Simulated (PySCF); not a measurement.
**A gas-phase reaction: AlBF2H2O + H3N → AlF2H2N + BH3O**

What reaction energy should one expect for `B[O][Al]([F])[F]` + `N` → `[NH2][Al]([F])[F]` + `BO`?

Programs: PySCF 2.14.0. All values are calculated, for the isolated system unless a continuum is named. Atoms count from 0, parts from 1.

## 1. Starting point

Each species was relaxed by itself at PBE0-D3(BJ)/def2-SVPD.

## 2. Reaction energy: wB97M-D3(BJ)/def2-TZVPD

The job: settings as JSON, then the geometry in Å.

```
{"job": {"kind": "react", "xc": "wB97M-D3(BJ)", "basis": "def2-TZVPD"}, "charge": 0, "multiplicity": 1}
-1 AlBF2H2O charge 0 multiplicity 1
B     -1.327510     0.751440    -0.273970
O     -0.180720     0.098030    -0.039250
Al     1.248510    -0.725120     0.246460
F      1.488170    -2.224310    -0.413560
F      2.438920    -0.059450     1.185780
H     -1.407200     1.484420    -1.234450
H     -2.261490     0.596450     0.480720

-1 H3N charge 0 multiplicity 1
N      0.003160    -0.001380     0.284410
H     -0.574770    -0.745520    -0.095240
H     -0.354980     0.873870    -0.086470
H      0.937570    -0.126140    -0.094010

+1 AlF2H2N charge 0 multiplicity 1
N      0.209920    -0.436350    -0.842490
Al    -0.183160     0.363690     0.667210
F     -0.690180    -0.513590     1.987710
F     -0.058110     2.016460     0.817340
H      0.525680     0.041100    -1.675670
H      0.158370    -1.434920    -0.990320

+1 BH3O charge 0 multiplicity 1
B     -0.410010    -0.080830     0.015640
O      0.904820    -0.382410     0.003680
H     -1.180310    -1.002300     0.119020
H     -0.776880     1.069450    -0.074490
H      1.479700     0.383370    -0.080350
```

With the program's defaults for keys left out, this is: wB97M-D3(BJ)/def2-TZVPD reaction energy of separated species, gas phase.

On the command line:

```bash
OMP_NUM_THREADS=1 python cluster_run.py task.json out
```

The driver reads the jobs from task.json and runs them one after another.

**Question.** The jobs that follow are: PBE0-D3(BJ)/def2-TZVPD reaction energy of separated species, gas phase. Predict: reaction energy (wB97M-D3(BJ)/def2-TZVPD); ΔH, ΔG at 298 K (xTB thermal terms). Thermal terms come from harmonic xTB runs on each species.

As calculated:

```
                                                quantity                  value
               reaction energy (wB97M-D3(BJ)/def2-TZVPD)          7.44 kcal/mol
                     ΔH, ΔG at 298 K (xTB thermal terms)    +6.6, +5.6 kcal/mol
range of the reaction energy over the runs of this table  7.14 to 7.44 kcal/mol
```

The reaction is endothermic by 6.6 kcal/mol in the gas phase; dispersion gives -0.14, and xTB itself gave 13.24 for the electronic energy (xTB energies and thermal terms come from the earlier relaxation of each species, not shown). No barrier was sought. The reaction energy runs from 7.14 (PBE0-D3(BJ)/def2-TZVPD) to 7.44 kcal/mol (wB97M-D3(BJ)/def2-TZVPD).
